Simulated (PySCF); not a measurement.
**WS₂²⁺: structure of the singlet**

Where does singlet WS₂²⁺ go from a bent start, is the end point a minimum, and what are its modes, charges and moments?

Method: PBE0, basis W def2-TZVP with ECP60, S def2-TZVP, scalar-relativistic core potentials, no spin–orbit coupling, density fitting; program: PySCF 2.14.0.

### 1 The starting structure

3 atoms, charge 2, spin multiplicity 1.

Bond lengths: W1–S2 2.097 Å, W1–S3 2.097 Å. Angles: S2–W1–S3 110.0°.

```xyz
3
charge 2 multiplicity 1
W     0.0000    0.0000    0.0000
S     1.7179    0.0000    1.2029
S    -1.7179    0.0000    1.2029
```

### 2 First SCF at the start

One driver script runs all steps and calls PySCF; scf.py shows how it sets up the SCF of each step. The optimiser is the driver's own. After this first run the driver tries any further starts and a stability analysis.

scf.py reads:

```python
from pyscf import gto, scf, dft
mol = gto.M(atom='''
W      0.000000     0.000000     0.000000
S      1.717900     0.000000     1.202900
S     -1.717900     0.000000     1.202900''',
    basis={'W': 'def2-TZVP', 'S': 'def2-TZVP'},
    ecp={'W': 'def2-TZVP'},
    charge=2, spin=0)
mf = dft.RKS(mol, xc='PBE0')
mf.grids.atom_grid = (50, 194)
aux = {'W': 'def2-universal-JKFIT', 'S': 'def2-universal-JKFIT'}
mf = mf.density_fit(auxbasis=aux)
mf.conv_tol = 1e-08
mf.diis_space = 10
mf.max_cycle = 60
mf.init_guess = 'minao'
mf.verbose = 4
mf.kernel()
```

Started as:

```bash
> OMP_NUM_THREADS=2 python axn.py task.json out
```

What it wrote:

```text
init E= -843.372570353925
  HOMO = -0.440025030112305  LUMO = -0.305623110119605  gap/eV = 3.65726
cycle= 1 E= -861.763530744027  delta_E= -18.4  |g|= 1.38  |ddm|= 9.57
  HOMO = -0.833044206521393  LUMO = -0.696822599822319  gap/eV = 3.70678
cycle= 2 E= -852.291777636133  delta_E= 9.47  |g|= 5.58  |ddm|= 6.55
  HOMO = -0.706616038101369  LUMO = -0.698782689460436  gap/eV = 0.21316
cycle= 3 E= -860.948290714846  delta_E= -8.66  |g|= 2.28  |ddm|= 4.69
  HOMO = -0.694636833645599  LUMO = -0.673932729938037  gap/eV = 0.56339
cycle= 4 E= -862.320895087212  delta_E= -1.37  |g|= 0.499  |ddm|= 2.36
  HOMO = -0.697532832889526  LUMO = -0.648380660966096  gap/eV = 1.33750
cycle= 5 E= -862.340466317366  delta_E= -0.0196  |g|= 0.39  |ddm|= 0.192
  HOMO = -0.701208201638101  LUMO = -0.631737441144263  gap/eV = 1.89040
cycle= 6 E= -862.365441701209  delta_E= -0.025  |g|= 0.223  |ddm|= 0.103
  HOMO = -0.706056613534818  LUMO = -0.623948004318099  gap/eV = 2.23429
cycle= 7 E= -862.37697525072  delta_E= -0.0115  |g|= 0.06  |ddm|= 0.102
  HOMO = -0.70214818841019  LUMO = -0.61852514386566  gap/eV = 2.27550
cycle= 8 E= -862.377908382471  delta_E= -0.000933  |g|= 0.01  |ddm|= 0.0432
  HOMO = -0.702458350544068  LUMO = -0.619769266607044  gap/eV = 2.25008
cycle= 9 E= -862.377932585126  delta_E= -2.42e-05  |g|= 0.00229  |ddm|= 0.00619
  HOMO = -0.702457856920152  LUMO = -0.619896944293083  gap/eV = 2.24660
cycle= 10 E= -862.377933139759  delta_E= -5.55e-07  |g|= 0.00187  |ddm|= 0.0018
  HOMO = -0.702447543182154  LUMO = -0.620006845225043  gap/eV = 2.24333
cycle= 11 E= -862.377934043062  delta_E= -9.03e-07  |g|= 0.000236  |ddm|= 0.00121
  HOMO = -0.702441454077191  LUMO = -0.620011105519607  gap/eV = 2.24304
cycle= 12 E= -862.377934063822  delta_E= -2.08e-08  |g|= 2.54e-05  |ddm|= 0.000377
  HOMO = -0.702445283683869  LUMO = -0.620007826719436  gap/eV = 2.24324
cycle= 13 E= -862.377934064806  delta_E= -9.84e-10  |g|= 1.79e-05  |ddm|= 0.00012
  HOMO = -0.702444048328523  LUMO = -0.620011706368863  gap/eV = 2.24310
Extra cycle  E= -862.377934063179  delta_E= 1.63e-09  |g|= 8.39e-05  |ddm|= 6.31e-05
converged SCF energy = -862.377934063179
```

This step, with its further starts and checks, ran for 43 s (2 threads of Intel Xeon at 2.50GHz (Skylake/Cascade Lake), shared host).

The starts that the driver tried:

```csv
start,energy (Eh)
the minimal-basis guess,-862.377934
a thermally smeared density,-862.377934
a smeared PBE density,-862.377934
```

The test of internal stability and the other starts found no lower closed-shell solution.

### 3 Relaxing the singlet from the bent start

The program finds C2v symmetry in the start, which this walk keeps. The walk stops when the largest gradient is under 0.0003 Eh/bohr and the energy has settled too.

scf.py: that of step 2 with these lines changed.

```diff
@@ -3,3 +3,3 @@
-W      0.000000     0.000000     0.000000
-S      1.717900     0.000000     1.202900
-S     -1.717900     0.000000     1.202900''',
+W      0.000000     0.000000    -0.310286
+S      1.717900     0.000000     0.892614
+S     -1.717900     0.000000     0.892614''',
@@ -16 +15,0 @@
-mf.init_guess = 'minao'
```

Steps of the walk:

```
step  energy (Eh)  change (kJ/mol)  largest symmetric gradient (Eh/bohr)
   0  -862.377934             0.00                               0.02325
   1  -862.381393            -9.08                               0.00498
   2  -862.381558            -9.52                               0.00066
   3  -862.381561            -9.52                               0.00039
   4  -862.381561            -9.52                               0.00005
```

The walk took 50 s.

End point (C2v, 4 steps, 9.5 kJ/mol gained): W–S 2.064 Å (×2); S–W–S 103.8°.

### 4 Hessian and properties

On the finer grid the gradient is checked again; gradients at displacements of ±0.02 bohr then give force constants and infrared intensities.

scf.py: that of step 3 with these lines changed.

```diff
@@ -3,3 +3,3 @@
-W      0.000000     0.000000    -0.310286
-S      1.717900     0.000000     0.892614
-S     -1.717900     0.000000     0.892614''',
+W      0.000000     0.000000    -0.326752
+S      1.626748     0.000000     0.944124
+S     -1.626748     0.000000     0.944124''',
@@ -10 +10 @@
-mf.grids.atom_grid = (50, 194)
+mf.grids.atom_grid = (75, 302)
@@ -13 +13 @@
-mf.conv_tol = 1e-08
+mf.conv_tol = 1e-10
```

This SCF starts from the last density.

SCF at the final geometry:

```text
init E= -862.38158710084
  HOMO = -0.699721161892089  LUMO = -0.620439184716333  gap/eV = 2.15737
cycle= 1 E= -862.381587100688  delta_E= 1.52e-10  |g|= 2.51e-05  |ddm|= 1.86e-05
  HOMO = -0.699719546400517  LUMO = -0.620445731269759  gap/eV = 2.15715
cycle= 2 E= -862.381587097707  delta_E= 2.98e-09  |g|= 0.000111  |ddm|= 7.88e-05
  HOMO = -0.699720877270298  LUMO = -0.620440189144854  gap/eV = 2.15734
cycle= 3 E= -862.381587100836  delta_E= -3.13e-09  |g|= 5.99e-06  |ddm|= 6.39e-05
  HOMO = -0.699720872310288  LUMO = -0.620440306238485  gap/eV = 2.15733
cycle= 4 E= -862.38158710085  delta_E= -1.38e-11  |g|= 6.12e-07  |ddm|= 5.27e-06
  HOMO = -0.699720903518004  LUMO = -0.620440302851973  gap/eV = 2.15734
Extra cycle  E= -862.381587100852  delta_E= -1.93e-12  |g|= 1.32e-06  |ddm|= 1.54e-06
converged SCF energy = -862.381587100852
```

The whole step took 1.8 min.

Geometry: C2v; W–S 2.064 Å (×2); S–W–S 104.0°.

Harmonic modes (main isotopes):

| symmetry | ω (cm⁻¹) | IR (km/mol) | μ (u) | type |
| --- | --- | --- | --- | --- |
| a1 | 238 | 1.9 | 35.89 | bend |
| b2 | 582 | 7.6 | 37.47 | stretch |
| a1 | 610 | 0.6 | 35.68 | stretch |

Every mode is real; the point is a minimum.

Properties at this point:

```yaml
Dipole_moment_about_the_centre_of_mass: 0.49 D
Highest_occupied_level: -19.04 eV
Lowest_empty_level: -16.88 eV
Rotational_constants: 0.22, 0.09962, 0.06857 cm⁻¹
Zero-point_energy: 8.6 kJ/mol
Principal_polarisabilities: 31.1, 46.2, 90.0 bohr³
Principal_traceless_quadrupole_moments_about_the_centre_of_mass: -6.92, -0.32, 7.24 D Å
Entropy_at_298.15_K_and_1_bar: 294.0 J/(mol K)
Heat_capacity_Cp_at_298.15_K: 49.4 J/(mol K)
Enthalpy_at_298.15_K_above_0_K: 12.09 kJ/mol
Rotational_symmetry_number: 2
```

Populations by atom (charges in e):

```json
{"atom": "W1", "Mulliken": "1.38", "Löwdin": "0.67", "polar tensor": "1.58", "Mayer order to W1": "–"}
{"atom": "S2,3", "Mulliken": "0.31", "Löwdin": "0.67", "polar tensor": "0.21", "Mayer order to W1": "2.52"}
```

Mulliken populations on W1 (outside its core potential): s 2.33, p 6.14, d 4.09, f 0.05.

### 5 Would spin polarisation lower it?

At the lowest minimum the closed shell is tested against spin polarisation, on the (50, 194) grid. It is stable.

### 6 Results

| quantity | value |
| --- | --- |
| minimum | singlet, C2v |
| geometry | W–S 2.064 Å (×2); S–W–S 104.0° |
| wavenumbers (cm⁻¹) | 238 (a1), 582 (b2), 610 (a1) |
| dipole moment (centre of mass) | 0.49 D |
| highest occupied, lowest empty level | -19.04, -16.88 eV |
| polar-tensor charge of W1 | +1.58 e |
| zero-point energy | 8.6 kJ/mol |
| entropy at 298.15 K | 294.0 J/(mol K) |

What this shows: The molecule stays C2v, as typed, and the end point is a minimum. In the infrared the band at 582 cm⁻¹ (b2, stretch) leads. Only this shape and spin were tried, so other structures or states may lie lower. With an element this heavy the missing spin–orbit coupling can shift these numbers.

The search up to here ran for 3.5 min (2 threads of Intel Xeon at 2.50GHz (Skylake/Cascade Lake), shared host).
